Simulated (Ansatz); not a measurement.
# Cl2GaGeH3: the cost of one run

Computed with Ansatz 0.2.0, Gaussian basis. Level: RKS PBE0-D4/def2-TZVP.

Plan: relaxation at PBE0-D4/def2-TZVP; harmonic vibrations at the same level.

1 further run of the same task is left out (set aside as unsound or not needed). Runs told in other sessions of the task aren't counted.

**1. The system as given**

SMILES `[Cl][Ga]([Cl])[GeH3]`, 7 atoms, charge 0, spin multiplicity 1.

Atoms are counted from 1 here; the program's logs count them from 0.

Bond lengths: Cl1–Ga2 2.100 Å, Ga2–Cl3 2.100 Å, Ga2–Ge4 2.438 Å, Ge4–H5 1.506 Å, Ge4–H6 1.506 Å, Ge4–H7 1.509 Å. Angles: Cl1–Ga2–Cl3 116.0°, Cl1–Ga2–Ge4 122.0°, Cl3–Ga2–Ge4 122.0°, Ga2–Ge4–H5 112.8°, Ga2–Ge4–H6 113.2°, Ga2–Ge4–H7 112.5°, H5–Ge4–H6 106.6°, H5–Ge4–H7 105.7°, H6–Ge4–H7 105.5°.

Coordinates:

```xyz
7
charge 0, multiplicity 1
Cl   -0.8428   -2.5080    1.4550
Ga    0.4211   -1.1822    0.4277
Cl    2.3900   -1.8423    0.1171
Ge   -0.3504    0.9952   -0.3531
H     0.7812    1.9206   -0.7138
H    -1.1940    1.7228    0.6601
H    -1.2052    0.8940   -1.5931
```

The start is a GFN2-xTB geometry.

**2. Optimising with PBE0-D4/def2-TZVP**

Contents of in.yaml:

```yaml
crystal:
  periodic: [false, false, false]
  atoms:
    - {symbol: Cl, position_ang: [-0.842760, -2.507980, 1.455030]}
    - {symbol: Ga, position_ang: [0.421120, -1.182230, 0.427680]}
    - {symbol: Cl, position_ang: [2.390000, -1.842340, 0.117130]}
    - {symbol: Ge, position_ang: [-0.350360, 0.995220, -0.353120]}
    - {symbol: H, position_ang: [0.781170, 1.920600, -0.713760]}
    - {symbol: H, position_ang: [-1.193980, 1.722760, 0.660140]}
    - {symbol: H, position_ang: [-1.205190, 0.893960, -1.593100]}
basis:
  gaussian: {orbitals: def2-TZVP}
hamiltonian: {xc: pbe0, dispersion: d4}
relax: {f_tol: 0.005, max_steps: 150}
```

Run with:

```sh
$ ansatz run in.yaml --threads 4 --pin off --events-out ev --progress --plain --max-ram 10444MiB
```

What time and memory should one allow on 4 threads of AMD EPYC 9R45, shared host?

About 11 s, with a peak of 0.71 GiB.
